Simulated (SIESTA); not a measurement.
Input of a SIESTA 5.4.2 run:

The input Cd2S.fdf:

```
SystemName                      Cd2S
SystemLabel                     Cd2S
NumberOfSpecies                 2
NumberOfAtoms                   3
%block ChemicalSpeciesLabel
  1  48 Cd
  2  16 S
%endblock ChemicalSpeciesLabel

LatticeConstant                 1.0 Ang
%block LatticeVectors
     3.9626700490     0.0000000000     0.0000000000
    -1.9813350245     3.4317729293     0.0000000000
     0.0000000000     0.0000000000     5.8091920000
%endblock LatticeVectors
AtomicCoordinatesFormat         Fractional
%block AtomicCoordinatesAndAtomicSpecies
     0.3333333333     0.6666666667     0.9327170000  1  Cd
     0.6666666667     0.3333333333     0.5787350000  1  Cd
     0.3333333333     0.6666666667     0.3657050000  2  S
%endblock AtomicCoordinatesAndAtomicSpecies

%block kgrid.MonkhorstPack
    8   0   0  0.0
    0   8   0  0.0
    0   0   5  0.0
%endblock kgrid.MonkhorstPack
XC.Functional                   GGA
XC.Authors                      PBEsol
PAO.BasisSize                   TZDP
PAO.EnergyShift                 0.003 Ry
Mesh.Cutoff                     800 Ry
OccupationFunction              FD
ElectronicTemperature           0.05 eV
MaxSCFIterations                120
SCF.MustConverge                false
SCF.Mixer.Method                Pulay
SCF.Mixer.Weight                0.25
SCF.Mixer.History               8
SCF.DM.Tolerance                5.0e-05
SCF.H.Tolerance                 1.0e-03 eV
WriteForces                     true
Charge.Mulliken                 end
BandLinesScale                  ReciprocalLatticeVectors
%block BandLines
    1    0.000000   0.000000   0.000000  \Gamma
   11    0.500000   0.000000   0.000000  M
    6    0.333333   0.333333   0.000000  K
   13    0.000000   0.000000   0.000000  \Gamma
    7    0.000000   0.000000   0.500000  A
   11    0.500000   0.000000   0.500000  L
    6    0.333333   0.333333   0.500000  H
   13    0.000000   0.000000   0.500000  A
    1    0.500000   0.000000   0.500000  L
    7    0.500000   0.000000   0.000000  M
    1    0.333333   0.333333   0.000000  K
    7    0.333333   0.333333   0.500000  H
%endblock BandLines
%block PAO.PolarizationScheme
  Cd non-perturbative
  S non-perturbative
%endblock PAO.PolarizationScheme
%block PAO.Basis
  Cd 5
  n=4 0 2
    2.625 0.000
  n=5 0 3
    7.504 0.000 0.000
  n=4 1 2
    2.973 0.000
  n=5 1 2
    7.504 0.000
  n=4 2 3
    4.584 0.000 0.000
%endblock PAO.Basis
```

Potentials or basis: PseudoDojo 0.4 standard (PBEsol files), TZDP (energy shift 0.003 Ry; two zetas on semicore shells).

The run is started by

```console
$ siesta < Cd2S.fdf > Cd2S.out 2>&1
```

**Question.** Estimate the largest force.

**Answer.** 0.166 eV/Å.

**Question.** What does it give for the band gap along the path?

**Answer.** None (metal or under the smearing width).

**Question.** What does it give for the pressure?

**Answer.** -3.2 GPa.

Stress tensor (GPa, compression positive):
```
-2.96  0.00  0.00
 0.00 -2.96  0.00
 0.00  0.00 -3.63
```

Caveat: the basis of atomic orbitals isn't converged, which shifts pressures, moduli and gaps.
